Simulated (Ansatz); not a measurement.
The same calculation of C2H4BNO, SMILES BCOC#N as a Python script and as an input file (Ansatz 0.2.0 through its Python package).

The script, `energy_c2h4bno.py`:
```python
# -*- coding: utf-8 -*-
from pathlib import Path

import ansatz as az


def main():
    geometry_ang = [
        ("B", (0.4565, 0.9908, 1.2067)),
        ("C", (-0.3141, 0.2705, 0.0017)),
        ("O", (0.4271, -0.8584, -0.3838)),
        ("C", (0.1238, -1.6749, -1.3846)),
        ("N", (-0.2949, -2.3912, -2.2538)),
        ("H", (-0.0805, 2.0268, 1.647)),
        ("H", (1.4565, 0.6381, 1.6385)),
        ("H", (-1.2816, -0.0306, 0.3299)),
        ("H", (-0.4043, 0.9826, -0.8187)),
    ]
    mol = az.Crystal.molecule()
    for symbol, xyz in geometry_ang:
        mol = mol.atom(symbol, xyz)

    model = (
        mol.calculation()
        .basis(gaussian="def2-TZVP")
        .functional("b3lyp")
        .orbitals()
    )
    result = model.run(threads=1, backend="cpu", runs_dir="out")
    r = result.report

    print("reference energy %16.6f eV" % r["reference_energy_ev"])
    print("total energy     %16.6f eV" % r["free_energy_ev"])
    print("occupied orbitals outside the frozen core (up, down):", r["n_occupied"], " frozen:", r["n_frozen"], " virtual:", r["n_virtual"])

    lines = Path(r["orbitals_path"]).read_text().splitlines()
    field_of = lambda key: [line.split("=")[1].strip() for line in lines if line.startswith(key)]
    orbitals = [(27.211386 * float(e), s, float(n)) for e, s, n in zip(field_of("Ene="), field_of("Spin="), field_of("Occup="))]
    homo = max(e for e, _, n in orbitals if n > 0.5)
    lumo = min(e for e, _, n in orbitals if n < 0.5)
    for e, spin, n in sorted(orbitals):
        if homo - 10 < e < lumo + 5:
            print(f"{spin:6s} {e:10.3f} eV  occupation {n:.0f}")


if __name__ == "__main__":
    main()
```

```console
$ python energy_c2h4bno.py
reference energy     -6352.587478 eV
total energy         -6352.587478 eV
occupied orbitals outside the frozen core (up, down): [18, 18]  frozen: 0  virtual: [161, 161]
Alpha     -16.625 eV  occupation 2
Alpha     -14.833 eV  occupation 2
Alpha     -14.275 eV  occupation 2
Alpha     -12.744 eV  occupation 2
Alpha     -11.182 eV  occupation 2
Alpha     -10.504 eV  occupation 2
Alpha     -10.343 eV  occupation 2
Alpha      -9.845 eV  occupation 2
Alpha      -8.771 eV  occupation 2
Alpha      -8.220 eV  occupation 2
Alpha      -2.526 eV  occupation 0
Alpha      -0.325 eV  occupation 0
Alpha       0.302 eV  occupation 0
Alpha       0.940 eV  occupation 0
Alpha       1.463 eV  occupation 0
Alpha       1.738 eV  occupation 0
Alpha       2.302 eV  occupation 0
Alpha       2.451 eV  occupation 0
```

`input.yaml`:
```yaml
crystal:
  periodic: [false, false, false]
  atoms:
    - { symbol: B, position_ang: [0.4565, 0.9908, 1.2067] }
    - { symbol: C, position_ang: [-0.3141, 0.2705, 0.0017] }
    - { symbol: O, position_ang: [0.4271, -0.8584, -0.3838] }
    - { symbol: C, position_ang: [0.1238, -1.6749, -1.3846] }
    - { symbol: "N", position_ang: [-0.2949, -2.3912, -2.2538] }
    - { symbol: H, position_ang: [-0.0805, 2.0268, 1.647] }
    - { symbol: H, position_ang: [1.4565, 0.6381, 1.6385] }
    - { symbol: H, position_ang: [-1.2816, -0.0306, 0.3299] }
    - { symbol: H, position_ang: [-0.4043, 0.9826, -0.8187] }
basis:
  gaussian:
    orbitals: def2-TZVP
hamiltonian:
  xc: b3lyp
output:
  orbitals: {}
```

Notes:
- Total energies depend on the basis set; only differences at equal settings carry meaning.
- The geometry is a force-field or estimated start, not a minimum of this method, and the basis set is short of its limit.
- Alpha marks a spatial orbital of a restricted run, filled by both spins.
- b3lyp holds the VWN-RPA fit, as in Gaussian; the form of ORCA and Turbomole is b3lyp5.
- Levels such as HOMO and LUMO are orbital energies: with these approximate functionals they aren't the ionisation energy and electron affinity, and their gap isn't the fundamental gap.
- It ran for 5.6 s on 1 thread of Arm Neoverse V1 (shared host), peak memory 0.38 GiB.
